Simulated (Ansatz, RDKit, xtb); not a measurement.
**C3H5ClSeSi: which of the isomers drawn lies lowest?**

Which of a sample of isomers of C3H5ClSeSi is the most stable in the gas at 298.15 K, and what are its properties? The sample is small against all isomers, and the most stable one of this formula need not be in it.

Plan: many cheap relaxations first (GFN2-xTB), then density-functional screening, relaxation at PBE-D3(BJ)/def2-SVP, vibrations (at GFN2-xTB) and a final energy. The numbers are computed, not measured.

### Step 1. Drawing up candidates

Isomers were taken from a list of plausible structures; this is a sample, not all of them. That gives 5 candidates.

```
label                SMILES     spin
 c385  C=C1C[Si@H](Cl)[Se]1  singlet
 c453    C#C[Si@H](Cl)[Se]C  singlet
 c636      C#CC[Se][SiH2]Cl  singlet
 c716    ClC1=CC[Se][SiH2]1  singlet
 c996    Cl[SiH2][Se]C1C=C1  singlet
```

Candidates are built by distance geometry, with a force field where one applies, in up to four conformers (letters a to d).

**Question.** With final energies at CCSD(T)/def2-SVP + MP2/def2-TZVPP - MP2/def2-SVP, which structure will this search put lowest in free energy, and by what margin?

| quantity | value |
| --- | --- |
| lowest structure found | C=C1C[Si@H](Cl)[Se]1, singlet |
| next finalist | C#C[Si@H](Cl)[Se]C, singlet, 12.1 kcal/mol higher in G |
| share at equilibrium, among the finalists | 100.0 % |

`C=C1C[Si@H](Cl)[Se]1` comes out lowest. Among the finalists first place is clear (12.1 kcal/mol); structures outside the list aren't covered. GFN2-xTB, HF/STO-3G, r2SCAN-D4/def2-SVP, PBE-D3(BJ)/def2-SVP, HF/def2-SVP and MP2/def2-SVP already put its bonding pattern lowest among the structures in one piece. One minimum inside the window was never screened. The search is not exhaustive (a finite list of starts, one conformer a finalist), so a lower isomer can't be ruled out. Only 5 drawn patterns were tried, so whole families of isomers are missing, and the result ranks this sample alone.
